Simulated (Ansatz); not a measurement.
**Na2C3: what a guessed cell relaxes into**

Where does this trial cell of Na2C3 go when cell and atoms are let free?

Computed with Ansatz 0.2.0 (DFT PBE, scalar-relativistic, plane waves, PAW, unless a step's input says otherwise).

### Step 1. The starting structure

Symmetry: R-3m, No. 166, trigonal system. The conventional cell has a = 4.130 Å, b = 4.130 Å, c = 18.836 Å, α = 90.00°, β = 90.00°, γ = 120.00°. Na (site symmetry 3m) has 3 C at 1.84 Å in its first shell of neighbours. C (site symmetry 2/m) has 2 Na at 1.84 Å in its first shell of neighbours.

Structure file:

```
CELL_PARAMETERS angstrom
2.06517 1.19232 6.27874
-2.06517 1.19232 6.27874
0.00000 -2.38465 6.27874
ATOMIC_POSITIONS crystal
Na 0.90764 0.90764 0.90764
Na 0.09236 0.09236 0.09236
C 0.00000 0.00000 0.50000
C 0.50000 0.00000 0.00000
C 0.00000 0.50000 0.00000
```

The cell is invented: random cell by space group and Wyckoff sites (R-3m, No. 166). Its size is a rough estimate.

### Step 2. The guess as it stands, on a coarse mesh

Contents of input.yaml:

```yaml
crystal:
  lattice:
    - [2.06516572, 1.19232398, 6.27874361]
    - [-2.06516572, 1.19232398, 6.27874361]
    - [0.0, -2.38464797, 6.27874361]
  atoms:
    - { symbol: Na, position: [0.9076397, 0.9076397, 0.9076397] }
    - { symbol: Na, position: [0.0923603, 0.0923603, 0.0923603] }
    - { symbol: C, position: [0.0, 0.0, 0.5] }
    - { symbol: C, position: [0.5, 0.0, 0.0] }
    - { symbol: C, position: [0.0, 0.5, 0.0] }
basis:
  ecutwfc: 420
kpoints:
  mp_grid: { grid: [6, 6, 6] }
hamiltonian:
  xc: pbe
scf:
  occupations: { method: gaussian, width: 0.1 }
  lower_state_search: "off"
output:
  forces: true
  stress: true
  eigenvalues: true
```

Run with:

```
> ansatz run input.yaml --threads 1 --pin off --max-ram 2560MiB --backend cpu --events-out ev --progress --plain --runs-dir out
```

The session goes on with these runs: spin check on a coarse mesh; coarse relaxation; final relaxation.

What does the calculation give? Wanted: conventional cell; volume; energy over the elements; gap on the mesh.

**Answer**, as computed:

| quantity | value |
| --- | --- |
| symmetry at the end (tolerance 0.05 Å) | space group R-3m (No. 166) |
| conventional cell | a = 3.254 Å, b = 3.254 Å, c = 25.061 Å, α = 90.00°, β = 90.00°, γ = 120.00° |
| volume | 15.32 Å³/atom |
| energy over the elements | +1.62 eV/atom |
| gap on the mesh | none (metal) |

What this shows: The space group R-3m (No. 166) is kept, and the volume per atom shrinks by 17.4 % from the first guess. The formation energy is positive, so the separate elements lie lower. No finished test with a distortion of lower symmetry is shown, so the end may be a saddle point. Other magnetic orders were not searched.
